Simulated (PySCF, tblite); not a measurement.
# C7H8O: a rotation path, then NMR shifts on frames

How do NMR shifts of C7H8O (`OC[C@]12C=C[C@H]1C=C2`) change as the atoms move?

Programs: tblite 0.8.0 and PySCF 2.14.0, with density-fitted response routines of our own. Each step states its level of theory. These are calculated values for one molecule in the gas phase, unless marked as measured. Atoms are numbered from 0 throughout.

## 1. Starting geometry

16 atoms, charge 0, multiplicity 1; geometry from: GFN2-xTB.

Bonds of the start (Å): O0–C1 1.41, C1–C2 1.51, C2–C3 1.52, C3–C4 1.33, C4–C5 1.51, C5–C6 1.51, C6–C7 1.33, C5–C2 1.56, C7–C2 1.52, O0–H8 0.96, C1–H9 1.09, C1–H10 1.10, C3–H11 1.07, C4–H12 1.07, C5–H13 1.08, C6–H14 1.07, C7–H15 1.07.

## 2. A band between two rotamers with GFN2-xTB

What the job is given:

```
{"job": {"kind": "neb", "xc": "GFN2-xTB", "basis": "xTB", "atoms": [0, 1, 2, 3], "turn": 120}, "charge": 0, "multiplicity": 1}
O      2.622350    -0.232454    -0.274906
C      1.487081     0.528758    -0.610350
C      0.206972    -0.052154    -0.045524
C     -0.377129    -1.314340    -0.653250
C     -1.577934    -0.781616    -0.850311
C     -1.210654     0.565954    -0.268149
C     -1.295713     0.626893     1.240092
C     -0.093742     0.094572     1.435444
H      2.657238    -0.323526     0.684025
H      1.444917     0.532651    -1.702606
H      1.598613     1.566880    -0.259794
H      0.066192    -2.277820    -0.815048
H     -2.514428    -1.143848    -1.230122
H     -1.397443     1.462218    -0.847672
H     -2.094869     0.946620     1.882364
H      0.470952    -0.189845     2.304398
```

Method: GFN2-xTB climbing-image nudged elastic band, gas phase.

Started as:

```bash
$ OMP_NUM_THREADS=1 python probes_run.py task.json out
```

One launch serves the whole session: the jobs run in the order shown.

Log:

```text
image   E - E0 / eV
  0       0.0000
  1       0.0111
  2       0.0395
  3       0.0716
  4       0.0868
  5       0.0728
  6       0.0359
  7      -0.0025
  8      -0.0208
```

It took 2 s on 1 thread of Intel Xeon Platinum 8488C, shared host; peak memory 0.18 GiB.

The final band, with the dihedral O0–C1–C2–C3:

| image | dihedral (°) | energy (eV) | energy (kcal/mol) |
| --- | --- | --- | --- |
| 0 | -73 | 0.000 | 0.0 |
| 1 | -59 | 0.011 | 0.3 |
| 2 | -44 | 0.039 | 0.9 |
| 3 | -28 | 0.072 | 1.6 |
| 4 | -12 | 0.087 | 2.0 |
| 5 | 4 | 0.073 | 1.7 |
| 6 | 20 | 0.036 | 0.8 |
| 7 | 35 | -0.002 | -0.1 |
| 8 | 51 | -0.021 | -0.5 |

## 3. Shielding tensors: image 0, PBE0/pcSseg-1

What the job is given:

```
{"job": {"kind": "nmr", "xc": "PBE0", "basis": "pcSseg-1", "pop": false}, "charge": 0, "multiplicity": 1}
O      2.622400    -0.232500    -0.274900
C      1.487100     0.528800    -0.610300
C      0.207000    -0.052200    -0.045500
C     -0.377100    -1.314300    -0.653200
C     -1.577900    -0.781600    -0.850300
C     -1.210700     0.566000    -0.268100
C     -1.295700     0.626900     1.240100
C     -0.093700     0.094600     1.435400
H      2.657200    -0.323500     0.684000
H      1.444900     0.532700    -1.702600
H      1.598600     1.566900    -0.259800
H      0.066200    -2.277800    -0.815000
H     -2.514400    -1.143800    -1.230100
H     -1.397400     1.462200    -0.847700
H     -2.094900     0.946600     1.882400
H      0.471000    -0.189800     2.304400
```

Method: GIAO PBE0/pcSseg-1 NMR shielding, non-relativistic, gas phase.

Log:

```text
coarse grid: 13648 points
cycle   1  E = -346.0557303067  dE =  1.499e+00  |g| = 6.522e-01  |ddm| = 3.727e+00
cycle   2  E = -346.0044731729  dE =  5.126e-02  |g| = 8.604e-01  |ddm| = 1.437e+00
cycle   3  E = -346.1411297662  dE = -1.367e-01  |g| = 7.868e-02  |ddm| = 8.888e-01
cycle   4  E = -346.1421717823  dE = -1.042e-03  |g| = 3.276e-02  |ddm| = 9.911e-02
cycle   5  E = -346.1424104638  dE = -2.387e-04  |g| = 8.051e-03  |ddm| = 4.458e-02
cycle   6  E = -346.1424231796  dE = -1.272e-05  |g| = 2.807e-03  |ddm| = 1.078e-02
cycle   7  E = -346.1424248466  dE = -1.667e-06  |g| = 8.331e-04  |ddm| = 2.858e-03
final grid: 132640 points
cycle   8  E = -346.2025104547  dE = -3.760e-05  |g| = 1.025e-02  |ddm| = 4.711e-02
cycle   9  E = -346.2024905626  dE =  1.989e-05  |g| = 1.434e-02  |ddm| = 2.532e-02
cycle  10  E = -346.2025336682  dE = -4.311e-05  |g| = 1.676e-03  |ddm| = 1.478e-02
cycle  11  E = -346.2025342834  dE = -6.152e-07  |g| = 4.453e-04  |ddm| = 1.647e-03
cycle  12  E = -346.2025343247  dE = -4.128e-08  |g| = 1.933e-04  |ddm| = 5.666e-04
cycle  13  E = -346.2025343334  dE = -8.721e-09  |g| = 2.361e-05  |ddm| = 1.950e-04
cycle  14  E = -346.2025343335  dE = -9.265e-11  |g| = 9.947e-06  |ddm| = 3.290e-05
converged SCF energy = -346.2025343335

GIAO shielding tensors (ppm)
atom      isotropic    diamagn.    paramagn.     s11        s22        s33       span
  0 O      306.485     387.730     -81.245    275.453    290.283    353.720     78.267
  1 C      119.164     238.991    -119.827     90.439    113.897    153.156     62.717
  2 C      121.547     247.532    -125.985    104.611    124.759    135.270     30.659
  3 C       29.625     249.248    -219.624    -86.892     15.880    159.885    246.777
  4 C       34.942     254.288    -219.346    -85.209     28.530    161.506    246.715
  5 C      133.072     251.490    -118.418    109.254    139.828    150.134     40.880
  6 C       31.615     254.038    -222.424    -89.515     23.262    161.097    250.612
  7 C       33.607     251.116    -217.509    -82.717     20.581    162.957    245.674
  8 H       31.294      32.025      -0.731     22.237     29.167     42.479     20.242
  9 H       27.658      28.317      -0.659     23.176     28.582     31.217      8.042
 10 H       27.461      28.919      -1.458     22.298     28.516     31.570      9.272
 11 H       24.368      31.483      -7.115     22.342     24.602     26.161      3.820
 12 H       24.780      31.656      -6.876     23.144     24.904     26.291      3.147
 13 H       28.023      31.787      -3.764     26.463     27.210     30.395      3.932
 14 H       24.649      31.716      -7.067     22.962     24.857     26.127      3.165
 15 H       24.588      32.040      -7.453     22.684     24.701     26.378      3.694
```

It took 22 s on 1 thread of Intel Xeon Platinum 8488C, shared host; peak memory 0.8 GiB.

Shifts follow as δ = σ(reference) − σ, with reference shieldings (ppm) from runs at the same level and on the same kind of geometry: ¹H TMS 31.72, ¹³C TMS 186.9, ¹⁷O H2O 336.1. The references are single molecules in the gas phase, so shifts against H2O, NH3, PH3, H3PO4 or CFCl3 are not on the usual liquid scales and can be off by tens of ppm. Each atom is listed at this fixed geometry, with no averaging over motion; a spectrum would average atoms that exchange fast.

```
atoms                         environment  σ (ppm)  δ (ppm)
   C3                           alkene CH     29.6    157.3
   C6                           alkene CH     31.6    155.3
   C7                           alkene CH     33.6    153.3
   C4                           alkene CH     34.9    152.0
   C1                 sp3 CH2 bonded to O    119.2     67.8
   C2       allylic quaternary sp3 carbon    121.5     65.4
   C5                      allylic sp3 CH    133.1     53.9
  H11            hydrogen on an alkene CH    24.37     7.35
  H15            hydrogen on an alkene CH    24.59     7.13
  H14            hydrogen on an alkene CH    24.65     7.07
  H12            hydrogen on an alkene CH    24.78     6.94
  H10  hydrogen on an sp3 CH2 bonded to O    27.46     4.26
   H9  hydrogen on an sp3 CH2 bonded to O    27.66     4.06
  H13       hydrogen on an allylic sp3 CH    28.02     3.69
   H8       hydrogen on an alcohol oxygen    31.29     0.42
   O0                      alcohol oxygen    306.5     29.6
```

Ring of atoms C2, C3, C4, C5: NICS(0) -0.8, NICS(1) -1.6, NICS(1)zz -1.1 ppm (means of both faces). The ring holds saturated atoms, so no π current runs round it: these values come from its σ bonds, any local π bonds and neighbouring rings, and say nothing of aromaticity.

Ring of atoms C2, C5, C6, C7: NICS(0) -0.8, NICS(1) -1.7, NICS(1)zz -1.2 ppm (means of both faces). The ring holds saturated atoms, so no π current runs round it: these values come from its σ bonds, any local π bonds and neighbouring rings, and say nothing of aromaticity.

## 4. NMR shieldings: image 2, PBE0/pcSseg-1

What the job is given:

```
{"job": {"kind": "nmr", "xc": "PBE0", "basis": "pcSseg-1", "pop": false}, "charge": 0, "multiplicity": 1}
O      2.519000    -0.347400    -0.697800
C      1.491000     0.597800    -0.518700
C      0.212500    -0.000300     0.042000
C     -0.281900    -1.321700    -0.521300
C     -1.487200    -0.856600    -0.828800
C     -1.214100     0.535200    -0.303200
C     -1.395100     0.683400     1.190900
C     -0.184200     0.225100     1.490500
H      2.673900    -0.803000     0.137400
H      1.297600     1.008700    -1.513500
H      1.829000     1.415500     0.135100
H      0.204300    -2.275400    -0.593900
H     -2.378400    -1.283200    -1.249600
H     -1.395400     1.389200    -0.945000
H     -2.246100     1.007800     1.759900
H      0.347400     0.033700     2.404700
```

With the program's defaults for keys left out, this is: GIAO PBE0/pcSseg-1 NMR shielding, non-relativistic, gas phase.

Log:

```text
coarse grid: 13648 points
cycle   1  E = -346.0518857173  dE =  1.497e+00  |g| = 6.548e-01  |ddm| = 3.731e+00
cycle   2  E = -346.0000805147  dE =  5.181e-02  |g| = 8.644e-01  |ddm| = 1.423e+00
cycle   3  E = -346.1380135414  dE = -1.379e-01  |g| = 7.804e-02  |ddm| = 8.792e-01
cycle   4  E = -346.1390336147  dE = -1.020e-03  |g| = 3.287e-02  |ddm| = 1.004e-01
cycle   5  E = -346.1392704285  dE = -2.368e-04  |g| = 8.888e-03  |ddm| = 4.599e-02
cycle   6  E = -346.1392843774  dE = -1.395e-05  |g| = 4.119e-03  |ddm| = 1.216e-02
cycle   7  E = -346.1392882203  dE = -3.843e-06  |g| = 1.211e-03  |ddm| = 4.158e-03
final grid: 132640 points
cycle   8  E = -346.1995059391  dE = -3.649e-05  |g| = 1.075e-02  |ddm| = 4.698e-02
cycle   9  E = -346.1994843226  dE =  2.162e-05  |g| = 1.502e-02  |ddm| = 2.636e-02
cycle  10  E = -346.1995313562  dE = -4.703e-05  |g| = 1.484e-03  |ddm| = 1.528e-02
cycle  11  E = -346.1995318382  dE = -4.820e-07  |g| = 4.012e-04  |ddm| = 1.631e-03
cycle  12  E = -346.1995318690  dE = -3.080e-08  |g| = 2.036e-04  |ddm| = 5.386e-04
cycle  13  E = -346.1995318788  dE = -9.822e-09  |g| = 2.563e-05  |ddm| = 1.828e-04
cycle  14  E = -346.1995318789  dE = -1.115e-10  |g| = 1.078e-05  |ddm| = 3.301e-05
converged SCF energy = -346.1995318789

GIAO shielding tensors (ppm)
atom      isotropic    diamagn.    paramagn.     s11        s22        s33       span
  0 O      298.334     387.384     -89.050    267.498    290.692    336.811     69.313
  1 C      119.718     238.192    -118.474     91.631    114.204    153.320     61.690
  2 C      122.336     248.133    -125.797    102.435    127.739    136.833     34.398
  3 C       31.371     249.593    -218.222    -86.270     18.640    161.742    248.012
  4 C       33.981     253.920    -219.939    -84.812     26.164    160.591    245.402
  5 C      131.167     251.144    -119.977    109.576    134.981    148.944     39.369
  6 C       32.312     254.283    -221.971    -86.833     23.383    160.385    247.218
  7 C       31.974     250.253    -218.279    -82.686     20.175    158.432    241.118
  8 H       31.348      32.104      -0.756     23.031     28.929     42.083     19.052
  9 H       27.663      28.185      -0.522     22.438     28.963     31.587      9.149
 10 H       27.207      28.748      -1.541     22.425     28.215     30.980      8.555
 11 H       24.431      31.638      -7.207     22.263     24.395     26.637      4.374
 12 H       24.700      31.686      -6.986     23.149     24.816     26.135      2.986
 13 H       28.079      31.764      -3.685     26.569     27.301     30.367      3.797
 14 H       24.760      31.720      -6.960     23.188     24.888     26.204      3.016
 15 H       24.671      31.838      -7.167     22.932     25.057     26.024      3.092
```

Wall time 22 s (1 thread of Intel Xeon Platinum 8488C, shared host); peak memory 0.82 GiB.

In short: δ C3 155.6, C7 155.0, C6 154.6, C4 152.9, H11 7.29, H15 7.05 ppm.

(Part 1 of 2 ends here.)
